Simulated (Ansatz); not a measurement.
**CdFH2N (SMILES [NH2][Cd][F]): one structure at several levels**

An exercise on one series of results from a longer session: the logs are not shown, and one member is left open.

The runs use Ansatz 0.2.0, Gaussian basis; single points in def2-TZVPP.

Cores are frozen in the correlated methods. Filled d shells of the heavier atoms are correlated. Core potentials replace the inner electrons past krypton, and spin-orbit coupling is left out.

## Where the work starts

SMILES `[NH2][Cd][F]`, 5 atoms, charge 0, spin multiplicity 1.

Atoms are counted from 1 here; the program's logs count them from 0.

Bond lengths: N1–Cd2 2.018 Å, N1–H4 1.020 Å, N1–H5 0.986 Å, Cd2–F3 2.053 Å. Angles: Cd2–N1–H4 119.0°, Cd2–N1–H5 117.4°, H4–N1–H5 96.1°, N1–Cd2–F3 121.1°.

Geometry (Å):

```tsv
atom	x (Å)	y (Å)	z (Å)
N1	-0.3030	0.7151	-0.4816
Cd2	0.4202	-1.1655	-0.3614
F3	1.6424	-1.7344	1.1875
H4	-1.1311	0.8912	-1.0498
H5	-0.6553	1.1196	0.3462
```

Set-up of the first run:

run/in.yaml

```yaml
crystal:
  periodic: [false, false, false]
  atoms:
    - {symbol: N, position_ang: [-0.303000, 0.715100, -0.481600]}
    - {symbol: Cd, position_ang: [0.420200, -1.165500, -0.361400]}
    - {symbol: F, position_ang: [1.642400, -1.734400, 1.187500]}
    - {symbol: H, position_ang: [-1.131100, 0.891200, -1.049800]}
    - {symbol: H, position_ang: [-0.655300, 1.119600, 0.346200]}
basis:
  gaussian: {orbitals: def2-TZVPP}
correlation: {method: ccsd_t}
output: {forces: true}
```

The command line of these runs was not kept.

Steps of the session up to this table: CCSD(T)/def2-TZVPP; PBE0-D4/def2-TZVPP; wB97M-V/def2-TZVPP; r2SCAN-D4/def2-TZVPP; PBE-D4/def2-TZVPP; CAM-B3LYP-D4/def2-TZVPP; r2SCANh-D4/def2-TZVPP.

One of the session's tables, all rows but one given; the rest of the session is left out.

```
      method  RMS force component (eV/Å)  angle to CCSD(T) forces (°)  dipole (D)
     CCSD(T)                       1.002                    reference        4.96
     PBE0-D4                       0.982                          2.7        4.85
     wB97M-V                       0.977                          4.4        4.95
   r2SCAN-D4                       0.983                          3.5        4.63
      PBE-D4                       0.969                         14.1        4.37
CAM-B3LYP-D4                           ?                            ?           ?
  r2SCANh-D4                       0.991                          2.7        4.79
```

Estimate the missing values for CAM-B3LYP-D4.

The run gave: RMS force component (eV/Å): 0.999; angle to CCSD(T) forces (°): 4.9; dipole (D): 4.92. In the column «RMS force component (eV/Å)» it lies between r2SCANh-D4 (0.991) and CCSD(T) (1.002).
